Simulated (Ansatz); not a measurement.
# CH11NOSi2: the cost of one run

Program: Ansatz 0.2.0. Level of theory: UKS CAM-B3LYP/STO-3G. These are calculated values, not measurements.

## (1) Starting point

Bond lengths: Si1–N2 2.127 Å, Si1–H3 1.461 Å, Si1–H4 1.506 Å, Si1–Si5 2.307 Å, Si1–O7 2.066 Å, O7–C8 1.388 Å, N2–H9 1.010 Å, N2–H10 1.011 Å, Si5–H11 1.474 Å, Si5–H12 1.468 Å, Si5–H13 1.467 Å, C8–H14 1.098 Å, C8–H15 1.095 Å, C8–H16 1.095 Å. Angles (14 of 26 angles, heavy atoms first): N2–Si1–Si5 88.8°, N2–Si1–O7 70.5°, Si5–Si1–O7 114.1°, Si1–O7–C8 118.6°, Si1–N2–H9 121.2°, Si1–N2–H10 123.5°, N2–Si1–H3 84.3°, N2–Si1–H4 158.7°, H3–Si1–Si5 135.2°, H3–Si1–O7 105.0°, H4–Si1–Si5 103.0°, H4–Si1–O7 88.5°, Si1–Si5–H11 114.7°, Si1–Si5–H12 113.2°.

Structure file:

```xyz
16

Si   -1.1742   -0.1075   -0.2494
N     0.2492   -1.3849   -1.1809
H    -2.1376   -1.1271   -0.6575
H    -1.9708    0.5369    0.8539
Si   -0.1611    1.6921   -1.2784
H     0.5203   -1.4769    0.1262
O    -0.0125   -1.0182    1.1961
C     0.7054   -0.2182    2.0737
H    -0.0155   -2.2917   -1.5376
H     1.0539   -1.0459   -1.6897
H     1.2211    1.9531   -0.8395
H    -0.0786    1.5538   -2.7380
H    -0.8910    2.9427   -1.0436
H     1.3592    0.4882    1.5460
H     0.0126    0.3559    2.6976
H     1.3195   -0.8522    2.7212
```

## (2) Run 1

150 steps of 0.5 fs at constant energy, with velocities drawn for 300 K.

Contents of input.yaml:

```yaml
crystal:
  periodic: [false, false, false]
  atoms:
    - { symbol: Si, position_ang: [-1.1742, -0.1075, -0.2494] }
    - { symbol: "N", position_ang: [0.2492, -1.3849, -1.1809] }
    - { symbol: H, position_ang: [-2.1376, -1.1271, -0.6575] }
    - { symbol: H, position_ang: [-1.9708, 0.5369, 0.8539] }
    - { symbol: Si, position_ang: [-0.1611, 1.6921, -1.2784] }
    - { symbol: H, position_ang: [0.5203, -1.4769, 0.1262] }
    - { symbol: O, position_ang: [-0.0125, -1.0182, 1.1961] }
    - { symbol: C, position_ang: [0.7054, -0.2182, 2.0737] }
    - { symbol: H, position_ang: [-0.0155, -2.2917, -1.5376] }
    - { symbol: H, position_ang: [1.0539, -1.0459, -1.6897] }
    - { symbol: H, position_ang: [1.2211, 1.9531, -0.8395] }
    - { symbol: H, position_ang: [-0.0786, 1.5538, -2.738] }
    - { symbol: H, position_ang: [-0.891, 2.9427, -1.0436] }
    - { symbol: H, position_ang: [1.3592, 0.4882, 1.546] }
    - { symbol: H, position_ang: [0.0126, 0.3559, 2.6976] }
    - { symbol: H, position_ang: [1.3195, -0.8522, 2.7212] }
magnetization:
  spin_polarized: true
basis:
  gaussian: { orbitals: STO-3G }
hamiltonian:
  xc: cam_b3lyp
md:
  timestep: 0.5
  n_steps: 150
  ensemble: nve
  temperature: 300.0
  initial_velocities: maxwell_boltzmann
  seed: 686640
```

The run is started by

```bash
$ ansatz run input.yaml --threads 1 --pin off --max-ram 2048MiB --backend cpu --events-out ev --progress --plain --runs-dir out
```

**Question.** How long does this run take on 1 thread of Intel Xeon 6975P-C (Granite Rapids), shared host, and how much memory does it need?

About 8.2 min, with a peak of 0.21 GiB.
